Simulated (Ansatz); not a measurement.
# C4H9CuO: small, medium and large basis sets

One table from this session's results is given with a row withheld; the runs are named, their logs left out.

Program: Ansatz 0.2.0, Gaussian basis. Level of theory: one geometry, several basis sets. These are calculated values, not measurements.

The runs, in order: PBE0-D4/def2-SVP; ωB97M-V/def2-SVP; PBE0-D4/def2-QZVPP; ωB97M-V/def2-QZVPP; the functionals' def2-TZVPP values are taken from earlier runs.

## The geometry

All runs share one geometry, relaxed beforehand with PBE0-D4 in a triple-zeta def2 set.

SMILES `CC(C)(C)[O][Cu]`, 15 atoms, charge 0, spin multiplicity 1.

Atoms are counted from 1 here; the program's logs count them from 0.

Bond lengths: C1–C2 1.526 Å, C1–H7 1.092 Å, C1–H8 1.094 Å, C1–H9 1.097 Å, C2–C3 1.530 Å, C2–C4 1.526 Å, C2–O5 1.398 Å, C3–H10 1.092 Å, C3–H11 1.093 Å, C3–H12 1.092 Å, C4–H13 1.092 Å, C4–H14 1.094 Å, C4–H15 1.097 Å, O5–Cu6 1.798 Å. Angles: C2–C1–H7 109.9°, C2–C1–H8 112.3°, C2–C1–H9 109.8°, H7–C1–H8 108.7°, H7–C1–H9 108.1°, H8–C1–H9 108.0°, C1–C2–C3 109.6°, C1–C2–C4 109.8°, C1–C2–O5 110.9°, C3–C2–C4 109.6°, C3–C2–O5 106.0°, C4–C2–O5 110.9°, C2–C3–H10 109.8°, C2–C3–H11 111.4°, C2–C3–H12 109.8°, H10–C3–H11 108.8°, H10–C3–H12 108.2°, H11–C3–H12 108.8° and more.

Set-up of the first run:

in.yaml

```yaml
crystal:
  periodic: [false, false, false]
  atoms:
    - {symbol: C, position_ang: [-0.479295, -0.597002, 1.207171]}
    - {symbol: C, position_ang: [0.123129, 0.195742, 0.050099]}
    - {symbol: C, position_ang: [1.452909, -0.434920, -0.367193]}
    - {symbol: C, position_ang: [-0.839093, 0.194011, -1.134930]}
    - {symbol: O, position_ang: [0.424519, 1.502917, 0.445266]}
    - {symbol: Cu, position_ang: [-0.898780, 2.580619, 1.012134]}
    - {symbol: H, position_ang: [0.193122, -0.567821, 2.067299]}
    - {symbol: H, position_ang: [-0.664797, -1.641843, 0.941528]}
    - {symbol: H, position_ang: [-1.434934, -0.148811, 1.505704]}
    - {symbol: H, position_ang: [1.893607, 0.139705, -1.184089]}
    - {symbol: H, position_ang: [1.318652, -1.468926, -0.695697]}
    - {symbol: H, position_ang: [2.148424, -0.420192, 0.474094]}
    - {symbol: H, position_ang: [-0.424199, 0.789398, -1.951134]}
    - {symbol: H, position_ang: [-1.040426, -0.815952, -1.503859]}
    - {symbol: H, position_ang: [-1.794840, 0.642375, -0.836994]}
basis:
  gaussian: {orbitals: def2-SVP}
hamiltonian: {xc: pbe0, dispersion: d4}
output: {orbitals: {seedname: orbitals}}
```

Command:

```console
ansatz run in.yaml --threads 2 --pin off --events-out ev --progress --plain --max-ram 22528MiB --backend cpu
```

Steps of the session up to this table: PBE0-D4 in def2-SVP; ωB97M-V in def2-SVP; PBE0-D4 in def2-QZVPP; ωB97M-V in def2-QZVPP.

One of the session's tables, all rows but one given; the rest of the session is left out.

It belongs to the step «Functionals by basis». 

```
functional       basis  HOMO (eV)  LUMO (eV)
   PBE0-D4    def2-SVP      -5.86      -2.17
   PBE0-D4  def2-TZVPP      -6.26      -2.50
   PBE0-D4  def2-QZVPP      -6.29      -2.50
   ωB97M-V    def2-SVP      -8.23      -0.61
   ωB97M-V  def2-TZVPP          ?          ?
   ωB97M-V  def2-QZVPP      -8.66      -1.02
```

**Question.** Estimate the row for ωB97M-V, def2-TZVPP.

As computed: HOMO (eV): -8.62; LUMO (eV): -0.94. In the column «HOMO (eV)» it lies between ωB97M-V, def2-QZVPP (-8.66) and ωB97M-V, def2-SVP (-8.23).
